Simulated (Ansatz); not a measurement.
# H2Se (singlet): the correlation ladder at distance Se1–H3 = 1.467 Å, 6-31G

One table from this session's results is given with a row withheld; the runs are named, their logs left out.

The runs use Ansatz 0.2.0, Gaussian basis; 6-31G, core rule «outside noble gas», up to 14 orbitals frozen.

The runs, in order: UHF; CCSD(T) on RHF; BCCD(T) on RHF; CISD; CCSDT(Q) on RHF; CCSDTQ on RHF; CASSCF and MRCISD+Q, 2 electrons in 2 orbitals; CASSCF and NEVPT2, 2 electrons in 2 orbitals; CASSCF and MRCISD+Q, 8 electrons in 6 orbitals; CASSCF and NEVPT2, 8 electrons in 6 orbitals; Full CI.

17 further runs of the same task are left out: 16 that didn't finish, 1 set aside as unsound or not needed. Runs told in other sessions of the task aren't counted.

### The geometry

The geometry derives from a PBE0/def2-TZVP stationary point (not a proven minimum). One bond is set to the value named and the two fragments are kept rigid. No spin-orbit coupling is included. The filled d shell of Se may be among the frozen orbitals whatever the setting's name suggests.

3 atoms, charge 0, spin multiplicity 1.

Atoms are counted from 1 here; the program's logs count them from 0.

Bond lengths: Se1–H2 1.467 Å, Se1–H3 1.467 Å. Angles: H2–Se1–H3 91.2°.

The first run:

in.yaml reads:

```yaml
crystal:
  periodic: [false, false, false]
  atoms:
    - {symbol: Se, position_ang: [0.000000, -0.025554, 0.000000]}
    - {symbol: H, position_ang: [0.000000, 1.000943, -1.047791]}
    - {symbol: H, position_ang: [0.000000, 1.000938, 1.047795]}
basis:
  gaussian: {orbitals: 6-31G}
magnetization: {spin_polarized: true, initial_magnetization: 0}
hamiltonian: {xc: hf}
output: {orbitals: {seedname: orbitals}}
```

The run is started by

```bash
ansatz run in.yaml --threads 1 --pin off --events-out ev --progress --plain --max-ram 2393MiB
```

Among the steps run: UHF; CCSD(T) on RHF; BCCD(T) on RHF; CISD; CCSDT(Q) on RHF; CCSDTQ on RHF; CASSCF and MRCISD+Q, 2 electrons in 2 orbitals; CASSCF and NEVPT2, 2 electrons in 2 orbitals; CASSCF and MRCISD+Q, 8 electrons in 6 orbitals; CASSCF and NEVPT2, 8 electrons in 6 orbitals; Full CI.

One table of the session follows, with a row left open; its other results are not shown here.

```
          method  from FCI (kJ/mol)
             RHF             +196.2
            RMP2              +45.9
            CISD               +8.2
           RCCSD                  ?
        RCCSD(T)               +0.5
         BCCD(T)               +0.5
          RCCSDT               +0.1
       RCCSDT(Q)                0.0
         RCCSDTQ                0.0
     CASSCF pair             +147.1
     NEVPT2 pair              +33.0
     MRCISD pair               +4.7
   MRCISD+Q pair               -0.3
  CASSCF valence              +90.2
  NEVPT2 valence              +21.6
  MRCISD valence               +2.5
MRCISD+Q valence               +0.9
             FCI                  0
```

Q: Estimate the row for RCCSD from the others.

**Answer.** from FCI (kJ/mol): +2.4. In the column «from FCI (kJ/mol)» it lies between MRCISD+Q valence (+0.9) and MRCISD valence (+2.5).

Caveats from the session: MRCISD+Q pair falls below full CI: the +Q correction isn't variational, and the cores differ from full CI's.
